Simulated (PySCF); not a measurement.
# C₆H₁₄OSi: geometry, NMR shifts and electronic excitations

Aim: predict the NMR shifts and electronic excitations of C₆H₁₄OSi (`CO[C@@H]1CC[C@@H](C)[SiH2]1`).

Programs: PySCF 2.14.0, with density-fitted response routines of our own. Each step states its level of theory. These are calculated values for one molecule in the gas phase, unless marked as measured. Atoms are numbered from 0 throughout.

## Step 1: The starting structure

22 atoms, charge 0, multiplicity 1; geometry from: GFN2-xTB.

Bonds of the start (Å): C0–O1 1.40, O1–C2 1.42, C2–C3 1.54, C3–C4 1.53, C4–C5 1.54, C5–C6 1.52, C5–Si7 1.92, Si7–C2 1.92, C0–H8 1.10, C0–H9 1.09, C0–H10 1.10, C2–H11 1.10, C3–H12 1.09, C3–H13 1.09, C4–H14 1.09, C4–H15 1.09, C5–H16 1.10, C6–H17 1.09, C6–H18 1.09, C6–H19 1.09, Si7–H20 1.47, Si7–H21 1.46.

## Step 2: Optimising the geometry at PBE0-D3(BJ)/def2-SVP

The job: settings as JSON, then the geometry in Å.

```
{"job": {"xc": "PBE0", "basis": "def2-SVP", "d3": "d3bj", "grid": 1, "kind": "geom"}, "charge": 0, "multiplicity": 1}
C     -3.373715     0.129380    -0.304787
O     -2.278997    -0.295088     0.465557
C     -1.052512     0.338818     0.144060
C     -0.464175    -0.084267    -1.211553
C      1.043269     0.144027    -1.161644
C      1.605241    -0.529151     0.098839
C      3.012914    -0.043538     0.424530
Si     0.268513    -0.191967     1.430114
H     -3.497966     1.218647    -0.247537
H     -4.254634    -0.356272     0.112101
H     -3.270364    -0.156557    -1.357684
H     -1.206408     1.430042     0.141980
H     -0.912520     0.464415    -2.043254
H     -0.669829    -1.148506    -1.351269
H      1.523451    -0.240192    -2.064567
H      1.240292     1.218261    -1.111370
H      1.660503    -1.606421    -0.090596
H      3.011610     1.023258     0.637100
H      3.687308    -0.222603    -0.412539
H      3.403611    -0.563021     1.296465
H      0.634614     0.907539     2.328804
H     -0.141417    -1.378677     2.174011
```

What it wrote:

```text
step   0  E = -600.97134213  max force = 0.024406
step   1  E = -600.97470159  max force = 0.002922
step   2  E = -600.97480785  max force = 0.000981
step   3  E = -600.97482528  max force = 0.000468
step   4  E = -600.97483035  max force = 0.000320
optimisation converged
```

It took 88 s on 1 thread, shared host.

The steps of the relaxation:

| step | energy from step 0 (eV) | largest force component (eV/Å) |
| --- | --- | --- |
| 0 | 0.0000 | 1.2550 |
| 1 | -0.0914 | 0.1503 |
| 2 | -0.0943 | 0.0504 |
| 3 | -0.0948 | 0.0241 |
| 4 | -0.0949 | 0.0165 |

Distances of close pairs at the start and the end, largest changes first:

| bond | before (Å) | after (Å) | change (Å) |
| --- | --- | --- | --- |
| Si7–H21 | 1.459 | 1.493 | +0.034 |
| Si7–H20 | 1.466 | 1.498 | +0.031 |
| C6–H17 | 1.088 | 1.102 | +0.015 |
| O1–C2 | 1.418 | 1.403 | -0.014 |
| C6–H18 | 1.090 | 1.103 | +0.013 |
| C6–H19 | 1.088 | 1.101 | +0.013 |
| C4–H15 | 1.093 | 1.106 | +0.013 |
| C5–Si7 | 1.916 | 1.904 | -0.012 |

The final coordinates are the input of the step that follows.

| at the end point | value |
| --- | --- |
| point group (found at 0.08 Å tolerance) | C1 |
| rotational constants (GHz, main isotopes) | 3.705, 1.002, 0.838 |
| dipole moment (D) | 1.56 |

## Step 3: Nuclear shieldings: PBE0/pcSseg-1

The job: settings as JSON, then the geometry in Å.

```
{"job": {"kind": "nmr", "xc": "PBE0", "basis": "pcSseg-1"}, "charge": 0, "multiplicity": 1}
C     -3.301015     0.247861     0.073498
O     -2.241127    -0.216771     0.853237
C     -1.002359     0.370895     0.555458
C     -0.393625    -0.036100    -0.798790
C      1.111299     0.223229    -0.745707
C      1.708119    -0.451373     0.503680
C      3.124531    -0.001236     0.831983
Si     0.355805    -0.139824     1.807956
H     -3.403657     1.349989     0.135949
H     -4.224525    -0.210378     0.455142
H     -3.196484    -0.022890    -0.994501
H     -1.093680     1.479711     0.577235
H     -0.860886     0.487294    -1.649222
H     -0.581557    -1.115477    -0.940225
H      1.611530    -0.121239    -1.666784
H      1.292976     1.313070    -0.689584
H      1.710235    -1.542665     0.324311
H      3.159113     1.076780     1.059559
H      3.810493    -0.180908    -0.013096
H      3.532828    -0.532921     1.705336
H      0.709132     0.970253     2.749241
H     -0.017440    -1.348242     2.602156
```

Level: GIAO PBE0/pcSseg-1 NMR shielding, non-relativistic, gas phase.

What it wrote:

```text
coarse grid: 17912 points
cycle   1  E = -601.0849707099  dE =  7.284e-01  |g| = 5.949e-01  |ddm| = 4.027e+00
cycle   2  E = -601.0292215166  dE =  5.575e-02  |g| = 8.111e-01  |ddm| = 1.293e+00
cycle   3  E = -601.1614372251  dE = -1.322e-01  |g| = 8.050e-02  |ddm| = 8.166e-01
cycle   4  E = -601.1623256732  dE = -8.884e-04  |g| = 3.798e-02  |ddm| = 7.585e-02
cycle   5  E = -601.1626485532  dE = -3.229e-04  |g| = 7.298e-03  |ddm| = 3.799e-02
cycle   6  E = -601.1626594383  dE = -1.089e-05  |g| = 2.792e-03  |ddm| = 9.407e-03
cycle   7  E = -601.1626612912  dE = -1.853e-06  |g| = 2.480e-04  |ddm| = 2.388e-03
final grid: 165592 points
cycle   8  E = -601.2229824698  dE = -3.839e-05  |g| = 1.209e-02  |ddm| = 3.073e-02
cycle   9  E = -601.2229531822  dE =  2.929e-05  |g| = 1.722e-02  |ddm| = 2.113e-02
cycle  10  E = -601.2230130082  dE = -5.983e-05  |g| = 1.416e-03  |ddm| = 1.308e-02
cycle  11  E = -601.2230134363  dE = -4.281e-07  |g| = 2.278e-04  |ddm| = 1.474e-03
cycle  12  E = -601.2230134469  dE = -1.057e-08  |g| = 6.428e-05  |ddm| = 2.795e-04
cycle  13  E = -601.2230134477  dE = -8.392e-10  |g| = 2.782e-05  |ddm| = 8.012e-05
converged SCF energy = -601.2230134477

GIAO shielding tensors (ppm)
atom      isotropic    diamagn.    paramagn.     s11        s22        s33       span
  0 C      124.987     243.547    -118.560     87.699    105.694    181.569     93.870
  1 O      306.956     395.519     -88.563    266.139    311.407    343.323     77.184
  2 C      109.677     252.767    -143.090     71.772     91.223    166.037     94.264
  3 C      149.764     251.256    -101.492    133.848    156.513    158.931     25.083
  4 C      148.965     250.245    -101.280    122.911    152.874    171.110     48.199
  5 C      164.971     254.015     -89.044    148.460    164.972    181.481     33.021
  6 C      166.155     241.851     -75.696    154.961    158.837    184.666     29.705
  7 Si     372.609     881.240    -508.631    335.566    356.351    425.910     90.345
  8 H       28.501      28.444       0.057     24.893     26.000     34.611      9.718
  9 H       27.694      27.170       0.524     23.638     25.037     34.407     10.769
 10 H       27.897      29.540      -1.643     23.583     26.184     33.924     10.342
 11 H       27.991      33.534      -5.543     25.292     29.063     29.617      4.325
 12 H       28.893      32.804      -3.911     23.432     28.612     34.635     11.203
 13 H       30.055      33.510      -3.455     26.170     29.281     34.714      8.544
 14 H       29.377      32.116      -2.739     24.411     27.757     35.965     11.554
 15 H       30.435      33.505      -3.070     26.220     29.704     35.380      9.160
 16 H       30.224      32.875      -2.651     26.066     28.895     35.711      9.646
 17 H       30.481      28.260       2.220     26.165     28.855     36.422     10.257
 18 H       30.013      27.262       2.751     25.252     27.548     37.238     11.986
 19 H       29.959      26.591       3.368     24.999     27.519     37.358     12.359
 20 H       27.414      29.520      -2.107     24.105     25.737     32.399      8.294
 21 H       27.157      29.333      -2.175     23.873     25.312     32.286      8.413
```

Wall time 37 s (1 thread, shared host).

Shifts follow as δ = σ(reference) − σ, with reference shieldings (ppm) from runs at the same level and on the same kind of geometry: 1H TMS 31.27, 13C TMS 184.4, 29Si TMS 352.0, 17O H2O 334.6. The references are single molecules in the gas phase, so shifts against H2O, NH3, PH3, H3PO4 or CFCl3 are not on the usual liquid scales and can be off by tens of ppm. Atoms listed in one row are averaged.

| atoms | environment | σ (ppm) | δ (ppm) | δ scaled to CDCl3 |
| --- | --- | --- | --- | --- |
| C2 | sp3 CH bonded to O and Si | 109.7 | 74.7 | 72.1 |
| C0 | methyl carbon bonded to O | 125.0 | 59.4 | 57.2 |
| C4 | sp3 CH2 in a ring | 149.0 | 35.4 | 33.9 |
| C3 | sp3 CH2 in a ring | 149.8 | 34.6 | 33.1 |
| C5 | sp3 CH bonded to Si | 165.0 | 19.4 | 18.4 |
| C6 | methyl carbon | 166.2 | 18.3 | 17.2 |
| H21 | hydrogen on a silicon bonded to 2 C, in a 5-membered ring | 27.16 | 4.11 | – |
| H20 | hydrogen on a silicon bonded to 2 C, in a 5-membered ring | 27.41 | 3.85 | – |
| H11 | hydrogen on an sp3 CH bonded to O and Si | 27.99 | 3.28 | 3.32 |
| H8, H9, H10 | hydrogen on a methyl carbon bonded to O | 28.03 | 3.24 | 3.28 |
| H12 | hydrogen on an sp3 CH2 in a ring | 28.89 | 2.37 | 2.47 |
| H14 | hydrogen on an sp3 CH2 in a ring | 29.38 | 1.89 | 2.01 |
| H13 | hydrogen on an sp3 CH2 in a ring | 30.05 | 1.21 | 1.36 |
| H17, H18, H19 | hydrogen on a methyl carbon | 30.15 | 1.12 | 1.27 |
| H16 | hydrogen on an sp3 CH bonded to Si | 30.22 | 1.04 | 1.20 |
| H15 | hydrogen on an sp3 CH2 in a ring | 30.43 | 0.83 | 1.00 |
| O1 | ether oxygen | 307.0 | 27.6 | – |
| Si7 | silicon bonded to 2 C, 2 H, in a 5-membered ring | 372.6 | -20.6 | – |

The scaled column applies a straight-line fit of computed shieldings to shifts measured in CDCl3 (root-mean-square error 0.21 ppm for H, 2.0 ppm for C).

The run also stored atomic charges by several schemes (e):

| atoms | Mulliken | IAO | Hirshfeld | ESP fit |
| --- | --- | --- | --- | --- |
| C0 | -0.03 | -0.19 | -0.04 | -0.06 |
| O1 | -0.50 | -0.38 | -0.14 | -0.37 |
| C2 | -0.21 | -0.17 | -0.04 | 0.17 |
| C3 | -0.21 | -0.27 | -0.08 | -0.22 |
| C4 | -0.19 | -0.25 | -0.07 | -0.28 |
| C5 | -0.61 | -0.37 | -0.11 | 0.23 |
| C6 | -0.21 | -0.40 | -0.12 | -0.55 |
| Si7 | 0.71 | 0.73 | 0.33 | 0.22 |

Mayer bond orders: C0–O1 0.94, O1–C2 0.89, C2–C3 1.00, C3–C4 1.04, C4–C5 0.98, C5–C6 1.05, C5–Si7 0.89, Si7–C2 0.86.

## Step 4: Ultraviolet spectrum: CAM-B3LYP/def2-SVPD

The job, as its differences from that of step 3:

```diff
@@ -1,2 +1,2 @@
-{"job": {"kind": "nmr", "xc": "PBE0", "basis": "pcSseg-1"}, "charge": 0, "multiplicity": 1}
+{"job": {"kind": "uv", "xc": "CAM-B3LYP", "basis": "def2-SVPD", "ip": true}, "charge": 0, "multiplicity": 1}
 C     -3.301015     0.247861     0.073498
```

Level: TDDFT CAM-B3LYP/def2-SVPD, vertical, gas phase, core orbitals frozen in the response.

What it wrote:

```text
coarse grid: 17912 points
cycle   1  E = -601.1245194003  dE =  8.898e-01  |g| = 5.633e-01  |ddm| = 6.742e+00
cycle   2  E = -601.1091911723  dE =  1.533e-02  |g| = 6.760e-01  |ddm| = 1.659e+00
cycle   3  E = -601.1935319472  dE = -8.434e-02  |g| = 6.667e-02  |ddm| = 8.451e-01
cycle   4  E = -601.1942334121  dE = -7.015e-04  |g| = 3.206e-02  |ddm| = 1.408e-01
cycle   5  E = -601.1944865460  dE = -2.531e-04  |g| = 6.067e-03  |ddm| = 5.951e-02
cycle   6  E = -601.1944960262  dE = -9.480e-06  |g| = 1.444e-03  |ddm| = 1.426e-02
final grid: 165592 points
cycle   7  E = -601.3008386375  dE = -4.482e-05  |g| = 4.199e-03  |ddm| = 1.117e-01
cycle   8  E = -601.3008382784  dE =  3.592e-07  |g| = 4.569e-03  |ddm| = 1.634e-02
cycle   9  E = -601.3008430802  dE = -4.802e-06  |g| = 4.453e-04  |ddm| = 6.893e-03
cycle  10  E = -601.3008431110  dE = -3.078e-08  |g| = 2.485e-04  |ddm| = 9.521e-04
cycle  11  E = -601.3008431235  dE = -1.252e-08  |g| = 3.982e-05  |ddm| = 3.988e-04
cycle  12  E = -601.3008431239  dE = -3.968e-10  |g| = 9.520e-06  |ddm| = 8.920e-05
converged SCF energy = -601.3008431239

Static polarisability (au): isotropic 101.827, principal 87.039 100.452 117.989

Singlet excitations
state   eV       nm        f      main configurations
  1   6.9789    177.7   0.00640   H->L+1 0.68, H->L 0.09
  2   7.1286    173.9   0.00179   H->L 0.59, H->L+1 0.13, H-1->L 0.09
  3   7.4084    167.4   0.01072   H-1->L+1 0.53, H-1->L 0.10
  4   7.5242    164.8   0.00938   H-1->L 0.43, H->L+2 0.16, H-1->L+1 0.13
  5   7.7439    160.1   0.01164   H->L+3 0.15, H-2->L+1 0.15, H->L+5 0.14
  6   7.8407    158.1   0.04431   H->L+5 0.30, H-2->L 0.22, H-2->L+1 0.10
  7   7.9402    156.1   0.00057   H->L+2 0.36, H->L+3 0.18, H-1->L 0.13
  8   8.0562    153.9   0.03079   H->L+4 0.50, H->L+7 0.19
  9   8.1354    152.4   0.00943   H-2->L 0.26, H->L+7 0.12, H-1->L+5 0.11
 10   8.2055    151.1   0.04031   H->L+3 0.20, H-2->L+1 0.14, H->L+2 0.14

Triplet excitations (Tamm-Dancoff, eV): 6.6465 6.9216 7.0952 7.2835
Vertical ionisation energy (delta-SCF) = 9.2921 eV
```

It took 7 min on 1 thread, shared host.

Frontier orbitals and where they lie:

| orbital | eV | atoms |
| --- | --- | --- |
| HOMO−3 | -10.43 | Si7 20 %, H21 15 %, C5 15 % |
| HOMO−2 | -9.74 | Si7 21 %, C5 14 %, C2 12 % |
| HOMO−1 | -9.07 | O1 28 %, C5 14 %, C2 14 % |
| HOMO | -8.65 | O1 38 %, C2 13 %, C3 9 % |
| LUMO | 1.23 | Si7 17 %, C6 13 %, C4 8 % |
| LUMO+1 | 1.36 | C0 16 %, Si7 12 %, C2 8 % |
| LUMO+2 | 1.86 | Si7 16 %, H20 8 %, O1 8 % |

With each of the 10 states as a Gaussian band of 0.4 eV half-width at 1/e, the curve within the window shown has maxima at 155 nm (ε 4,800) L/(mol cm). Beyond the last state computed it falls off for lack of states. The curve at chosen wavelengths:

(nm, ε (L/mol/cm)): (146, 1575), (148, 2510), (150, 3478), (152, 4271), (154, 4733), (156, 4810), (158, 4545), (159, 4317), (161, 3744), (163, 3111), (165, 2505), (167, 1977), (169, 1546), (171, 1209), (173, 953), (175, 758), (177, 606), (179, 484), (181, 380), (182, 334), (184, 253), (186, 185), (188, 130), (190, 87), (192, 57), (194, 35)

Further results of this job:

| property | computed |
| --- | --- |
| dipole moment (D) | 1.62 |
| polarisability (Å³) | 15.09 |
| HOMO–LUMO gap (eV) | 9.88 |
| −ε(HOMO) (eV) | 8.65 |

## Step 5: Nuclear shieldings: KT2/pcSseg-1

The job, as its differences from that of step 4:

```diff
@@ -1,2 +1,2 @@
-{"job": {"kind": "uv", "xc": "CAM-B3LYP", "basis": "def2-SVPD", "ip": true}, "charge": 0, "multiplicity": 1}
+{"job": {"kind": "nmr", "xc": "KT2", "basis": "pcSseg-1", "pop": false}, "charge": 0, "multiplicity": 1}
 C     -3.301015     0.247861     0.073498
```

With the program's defaults for keys left out, this is: GIAO KT2/pcSseg-1 NMR shielding, non-relativistic, gas phase.

What it wrote:

```text
coarse grid: 17912 points
cycle   1  E = -609.2871451955  dE =  5.873e-01  |g| = 7.682e-01  |ddm| = 4.075e+00
cycle   2  E = -608.9668218807  dE =  3.203e-01  |g| = 1.420e+00  |ddm| = 2.626e+00
cycle   3  E = -609.4195112628  dE = -4.527e-01  |g| = 1.686e-01  |ddm| = 2.057e+00
cycle   4  E = -609.4242220100  dE = -4.711e-03  |g| = 8.119e-02  |ddm| = 2.144e-01
cycle   5  E = -609.4256833266  dE = -1.461e-03  |g| = 1.942e-02  |ddm| = 9.473e-02
cycle   6  E = -609.4257678696  dE = -8.454e-05  |g| = 8.639e-03  |ddm| = 3.049e-02
cycle   7  E = -609.4257860007  dE = -1.813e-05  |g| = 9.766e-04  |ddm| = 7.796e-03
cycle   8  E = -609.4257862275  dE = -2.268e-07  |g| = 3.483e-04  |ddm| = 1.786e-03
final grid: 165592 points
cycle   9  E = -609.4893075580  dE = -2.689e-04  |g| = 2.117e-02  |ddm| = 5.993e-02
cycle  10  E = -609.4891568776  dE =  1.507e-04  |g| = 3.088e-02  |ddm| = 5.009e-02
cycle  11  E = -609.4893989282  dE = -2.421e-04  |g| = 3.817e-03  |ddm| = 3.574e-02
cycle  12  E = -609.4894019665  dE = -3.038e-06  |g| = 1.176e-03  |ddm| = 4.795e-03
cycle  13  E = -609.4894023001  dE = -3.335e-07  |g| = 1.664e-04  |ddm| = 1.099e-03
cycle  14  E = -609.4894023033  dE = -3.203e-09  |g| = 1.057e-04  |ddm| = 2.761e-04
cycle  15  E = -609.4894023057  dE = -2.411e-09  |g| = 1.592e-05  |ddm| = 1.082e-04
cycle  16  E = -609.4894023058  dE = -6.685e-11  |g| = 3.597e-06  |ddm| = 2.310e-05
converged SCF energy = -609.4894023058

GIAO shielding tensors (ppm)
atom      isotropic    diamagn.    paramagn.     s11        s22        s33       span
  0 C      122.761     245.028    -122.268     84.283    103.061    180.939     96.656
  1 O      287.563     395.682    -108.119    242.771    293.021    326.895     84.125
  2 C      104.700     253.405    -148.705     64.973     87.141    161.986     97.013
  3 C      147.133     252.803    -105.670    130.577    154.919    155.903     25.326
  4 C      146.037     251.570    -105.534    118.583    150.119    169.408     50.825
  5 C      160.192     254.424     -94.232    143.290    160.152    177.135     33.845
  6 C      164.067     243.063     -78.996    151.911    156.260    184.029     32.119
  7 Si     388.775     884.956    -496.181    353.038    372.902    440.385     87.347
  8 H       28.327      28.598      -0.270     24.712     26.018     34.252      9.541
  9 H       27.523      27.173       0.351     23.683     24.925     33.961     10.278
 10 H       27.662      29.917      -2.254     23.503     25.782     33.702     10.199
 11 H       27.601      33.623      -6.022     25.330     28.624     28.850      3.521
 12 H       28.586      32.928      -4.342     23.278     28.425     34.055     10.777
 13 H       29.947      33.840      -3.893     26.243     29.222     34.375      8.132
 14 H       29.128      32.080      -2.951     24.412     27.574     35.400     10.988
 15 H       30.259      33.756      -3.497     26.237     29.589     34.951      8.714
 16 H       29.932      33.034      -3.102     26.096     28.674     35.026      8.930
 17 H       30.363      28.657       1.706     26.294     28.790     36.005      9.711
 18 H       29.876      27.297       2.580     25.344     27.434     36.851     11.507
 19 H       29.753      26.542       3.210     24.947     27.455     36.857     11.910
 20 H       27.334      29.723      -2.390     24.150     25.639     32.211      8.061
 21 H       27.077      29.543      -2.466     23.919     25.217     32.094      8.175
```

Run time: 58 s. Hardware: 1 thread, shared host.

In short: δ C2 78.5, C0 60.5, C4 37.2, C3 36.1, H21 4.10, H20 3.85 ppm.

## Step 6: Comparing the runs: NMR shifts

Shifts (ppm) of some atoms, chosen among heavy atoms and hydrogens apart, with basis size and wall time:

| run | C2 | C4 | C5 | H11 | H12 | O1 | Si7 | functions | time |
| --- | --- | --- | --- | --- | --- | --- | --- | --- | --- |
| PBE0/pcSseg-1 | 74.7 | 35.4 | 19.4 | 3.28 | 2.37 | 27.6 | -20.6 | 213 | 37 s |
| KT2/pcSseg-1 | 78.5 | 37.2 | 23.0 | 3.58 | 2.59 | 43.1 | -27.7 | 213 | 58 s |

## Step 7: Outcome

| quantity | value |
| --- | --- |
| point group | C1 |
| rotational constants (main isotopes) | 3.70, 1.00, 0.84 GHz |
| 13C shifts against TMS (PBE0/pcSseg-1) | 74.7, 59.4, 35.4, 34.6, 19.4, 18.3 ppm |
| 1H shifts against TMS (PBE0/pcSseg-1, means over atoms taken as alike) | 4.11, 3.85, 3.28, 3.24, 2.37, 1.89, 1.21, 1.12, 1.04, 0.83 ppm |
| 17O shifts against H2O (PBE0/pcSseg-1) | 27.6 ppm |
| 29Si shifts against TMS (PBE0/pcSseg-1) | -20.6 ppm |
| lowest singlet (CAM-B3LYP/def2-SVPD) | 6.98 eV (178 nm), f = 0.006 |
| brightest single state of those computed | state 6, 7.84 eV, f = 0.044 |
| lowest triplet | 6.65 eV |
| vertical ionisation energy (ΔSCF) | 9.29 eV |
| range of the shift of O1 | 27.6 to 43.1 ppm |

Over 4 steps the energy fell by 0.095 eV; of the close pairs, Si7–H21 changed most, 1.459 to 1.493 Å. The most deshielded carbon is C2 (sp3 CH bonded to O and Si), at 74.7 ppm: pulled downfield by the heteroatom. The first singlet state (HOMO→LUMO+1 0.68, HOMO→LUMO 0.09) lies at 6.98 eV and is weak; of the 10 states computed, the strongest absorption comes from state 6 at 7.84 eV (the last state computed is bright too, and its partners may lie past the list). The lowest triplet lies 0.33 eV below the lowest singlet (triplets in Tamm-Dancoff, singlets in full TDDFT). ΔSCF puts the ionisation energy at 9.29 eV, 0.64 eV above −ε(HOMO). Across the 2 runs the shift of O1 moves most, between 27.6 (PBE0/pcSseg-1) and 43.1 ppm (KT2/pcSseg-1).
